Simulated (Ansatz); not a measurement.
# CH7GaSSi: up Jacob's ladder to CCSD(T)

One table from this session's results is given with a row withheld; the runs are named, their logs left out.

Computed with Ansatz 0.2.0, Gaussian basis. Level: functionals in def2-TZVPP, the program's frozen cores in correlated methods.

Plan: LDA (SPW92), PBE-D4, revPBE-D4, BLYP-D4, r2SCAN-D4, B97M-V, PBE0-D4, B3LYP-D4, r2SCANh-D4, r2SCAN0-D4, HSE06-D4, BHLYP-D4, CAM-B3LYP-D4, LC-ωPBE, ωB97X-V, ωB97M-V, B2PLYP, PBE-QIDH; CCSD(T)/def2-SVP; CCSD(T)/def2-TZVPP; MP2/def2-QZVPP; extrapolation to the limit; RPA on PBE.

## The geometry

All runs share one geometry, relaxed beforehand with PBE0-D4 in a triple-zeta def2 set.

11 atoms, charge 0, spin multiplicity 1.

Atoms are counted from 1 here; the program's logs count them from 0.

Bond lengths: C1–Si2 1.865 Å, C1–H5 1.092 Å, C1–H6 1.093 Å, C1–H7 1.092 Å, Si2–S3 2.145 Å, Si2–H8 1.487 Å, Si2–H9 1.486 Å, S3–Ga4 2.199 Å, Ga4–H10 1.559 Å, Ga4–H11 1.564 Å. Angles: Si2–C1–H5 110.6°, Si2–C1–H6 110.3°, Si2–C1–H7 110.8°, H5–C1–H6 108.5°, H5–C1–H7 108.4°, H6–C1–H7 108.1°, C1–Si2–S3 112.0°, C1–Si2–H8 110.1°, C1–Si2–H9 110.5°, S3–Si2–H8 109.9°, S3–Si2–H9 105.5°, H8–Si2–H9 108.6°, Si2–S3–Ga4 99.5°, S3–Ga4–H10 115.9°, S3–Ga4–H11 117.9°, H10–Ga4–H11 126.3°.

Set-up of the first run:

in.yaml reads:

```yaml
crystal:
  periodic: [false, false, false]
  atoms:
    - {symbol: C, position_ang: [-0.283344, 1.602308, -0.384134]}
    - {symbol: Si, position_ang: [0.861446, 0.186321, -0.787299]}
    - {symbol: S, position_ang: [1.393290, -0.940436, 0.958299]}
    - {symbol: Ga, position_ang: [-0.522247, -1.953450, 1.333064]}
    - {symbol: H, position_ang: [0.160954, 2.252641, 0.372197]}
    - {symbol: H, position_ang: [-0.481875, 2.197343, -1.279818]}
    - {symbol: H, position_ang: [-1.238015, 1.232077, -0.003408]}
    - {symbol: H, position_ang: [0.232645, -0.708540, -1.795164]}
    - {symbol: H, position_ang: [2.144267, 0.694968, -1.339342]}
    - {symbol: H, position_ang: [-0.557252, -2.907281, 2.565961]}
    - {symbol: H, position_ang: [-1.709868, -1.655931, 0.359654]}
basis:
  gaussian: {orbitals: def2-TZVPP}
hamiltonian: {xc: lda}
output: {orbitals: {seedname: orbitals}}
```

Run with:

```sh
$ ansatz run in.yaml --threads 2 --pin off --events-out ev --progress --plain --max-ram 32768MiB --backend cpu
```

Steps of the session up to this table: LDA; PBE-D4 (GGA); revPBE-D4 (GGA); BLYP-D4 (GGA); r2SCAN-D4 (meta-GGA); B97M-V (meta-GGA); B3LYP-D4 (hybrid); r2SCANh-D4 (hybrid); r2SCAN0-D4 (hybrid); HSE06-D4 (hybrid); BHLYP-D4 (hybrid); CAM-B3LYP-D4 (range-separated); LC-ωPBE (range-separated); ωB97X-V (range-separated); ωB97M-V (range-separated); B2PLYP (double hybrid); PBE-QIDH (double hybrid).

One table of the session follows, with a row left open; its other results are not shown here.

It belongs to the step «Orbital energies across the functionals». 

| functional | HOMO (eV) | LUMO (eV) | gap (eV) |
| --- | --- | --- | --- |
| LDA (SPW92) | -6.54 | -2.64 | 3.90 |
| PBE-D4 | -6.41 | -2.37 | 4.04 |
| revPBE-D4 | -6.36 | -2.25 | 4.10 |
| BLYP-D4 | -6.25 | -2.29 | 3.95 |
| r2SCAN-D4 | -6.68 | -2.14 | 4.54 |
| B97M-V | -6.80 | -2.35 | 4.45 |
| PBE0-D4 | -7.53 | -1.60 | 5.93 |
| B3LYP-D4 | -7.30 | -1.85 | 5.45 |
| r2SCANh-D4 | -7.09 | -1.87 | 5.22 |
| r2SCAN0-D4 | -7.71 | -1.47 | 6.25 |
| HSE06-D4 | -7.13 | -1.97 | 5.17 |
| BHLYP-D4 | ? | ? | ? |
| CAM-B3LYP-D4 | -8.79 | -0.71 | 8.08 |
| LC-ωPBE | -10.15 | 0.43 | 10.58 |
| ωB97X-V | -9.82 | 0.29 | 10.10 |
| ωB97M-V | -9.66 | 0.08 | 9.75 |

Estimate the missing values for BHLYP-D4.

Worked estimate for «HOMO (eV)». Against the share of exact exchange, BLYP-D4 (0, -6.25), B3LYP-D4 (0.2, -7.30) give a slope of -5.25 per unit share; at 0.5 the line stands at -8.87.

As computed: HOMO (eV): -8.52; LUMO (eV): -0.85; gap (eV): 7.67. In «HOMO (eV)» the line misses by -0.35.
